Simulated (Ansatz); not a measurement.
**BiTe: an axial (c/a) deformation path**

The task here is to estimate one member of a computed series from the others.

Computed with Ansatz 0.2.0 (DFT r2SCAN, scalar-relativistic, plane waves, PAW, unless a step's input says otherwise).

3 further runs of the same task are left out: 1 that didn't finish, 2 set aside as unsound or not needed.

## The starting structure

The structure is trigonal, space group R-3m (No. 166). Conventional cell: a = 4.822 Å, b = 4.822 Å, c = 9.891 Å, α = 90.00°, β = 90.00°, γ = 120.00°. Bi (site symmetry -3m) is surrounded by 6 Te at 3.24 Å. Around Te (site symmetry -3m) lie 6 Bi at 3.24 Å.

Coordinates:

```
Bi Te
1.0
     2.41096    1.39197    3.29688
    -2.41096    1.39197    3.29688
     0.00000   -2.78393    3.29688
Bi Te
1 1
Direct
  0.50000 0.50000 0.50000
  0.00000 0.00000 0.00000
```

It goes back to an entry of the Materials Project, which need not be the stable form.

This cell was relaxed beforehand with the same method: volume 33.19 Å³/atom, gap on the mesh none (metal).

The first run:

At fixed volume and fractional coordinates, lengths along (0.000, 0.000, 1.000) are scaled against those across it; ρ is that ratio over its starting value.

Input file input.yaml:

```yaml
crystal:
  lattice:
    - [2.5451696543, 1.469454385, 2.9583507822]
    - [-2.5451696543, 1.469454385, 2.9583507822]
    - [0.0, -2.9389087701, 2.9583507821]
  atoms:
    - { symbol: Bi, position: [0.5, 0.5, 0.5] }
    - { symbol: Te, position: [0.0, 0.0, 0.0] }
basis:
  ecutwfc: 500
kpoints:
  mp_grid: { grid: [18, 18, 18] }
hamiltonian:
  xc: r2scan
scf:
  occupations: { method: gaussian, width: 0.15 }
output:
  forces: true
  stress: true
  eigenvalues: true
```

Started as:

```
$ ansatz run input.yaml --threads 1 --pin off --max-ram 2560MiB --backend cpu --events-out ev --progress --plain --runs-dir out
```

Among the steps run: At ρ = 0.850; Point ρ = 1.200; Point ρ = 0.920; Point ρ = 1.100.

One table of the session follows, with a row left open; its other results are not shown here.

Collected from the runs (energy zero: the undisturbed cell):

```
    ρ  ΔE (meV/atom)  pressure (GPa)
0.850           50.1            -1.8
0.920           13.2            -0.9
1.000            0.0             0.0
1.100              ?               ?
1.200            6.5             1.0
```

**Question.** Estimate the row for ρ = 1.100.

Worked estimate for «ΔE (meV/atom)». A straight line through the neighbours (1.000, 0.0) and (1.200, 6.5) gives 0.0 + (6.5 − 0.0) × (1.100 − 1.000) / (1.200 − 1.000) = 3.3; a parabola fitted to 3 rows on both sides gives -3.8.

As computed: ΔE (meV/atom): 5.0; pressure (GPa): 0.8. In «ΔE (meV/atom)» the line misses by -1.7 and the parabola by -8.8.
